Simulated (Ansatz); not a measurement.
# FH3NOSi: the cost of one run

Method: UKS PBE0/def2-SVP, in Ansatz 0.2.0.

## (1) Starting point

Bond lengths: N1–Si2 1.702 Å, Si2–O3 1.623 Å, Si2–F4 1.539 Å, N1–H5 1.080 Å, Si2–H6 1.488 Å, O3–H7 0.970 Å. Angles: N1–Si2–O3 97.4°, N1–Si2–F4 110.3°, N1–Si2–H6 113.0°, O3–Si2–F4 107.1°, O3–Si2–H6 113.2°, F4–Si2–H6 114.4°, Si2–N1–H5 106.9°, Si2–O3–H7 110.4°.

Structure file:

```xyz
7

N    -0.3206    0.7753   -0.9705
Si   -0.1146   -0.1620    0.4347
O     1.4111   -0.6372    0.1488
F    -0.9995   -1.4198    0.3722
H    -1.3501    1.1024   -0.9826
H    -0.2583    0.6282    1.6869
H     1.6933   -0.3548   -0.7352
```

## (2) Relaxing the start

input.yaml reads:

```yaml
crystal:
  periodic: [false, false, false]
  atoms:
    - { symbol: "N", position_ang: [-0.3206, 0.7753, -0.9705] }
    - { symbol: Si, position_ang: [-0.1146, -0.162, 0.4347] }
    - { symbol: O, position_ang: [1.4111, -0.6372, 0.1488] }
    - { symbol: F, position_ang: [-0.9995, -1.4198, 0.3722] }
    - { symbol: H, position_ang: [-1.3501, 1.1024, -0.9826] }
    - { symbol: H, position_ang: [-0.2583, 0.6282, 1.6869] }
    - { symbol: H, position_ang: [1.6933, -0.3548, -0.7352] }
magnetization:
  spin_polarized: true
  initial_magnetization: 1
basis:
  gaussian: { orbitals: def2-SVP }
hamiltonian:
  xc: pbe0
relax:
  f_tol: 0.02
  max_steps: 40
```

The run is started by

```
$ ansatz run input.yaml --threads 2 --pin off --max-ram 3072MiB --backend cpu --events-out ev --progress --plain --runs-dir out
```

Q: Estimate wall time and peak memory on 2 threads of Arm Neoverse N1, shared host.

About 83 s, with a peak of 0.18 GiB.
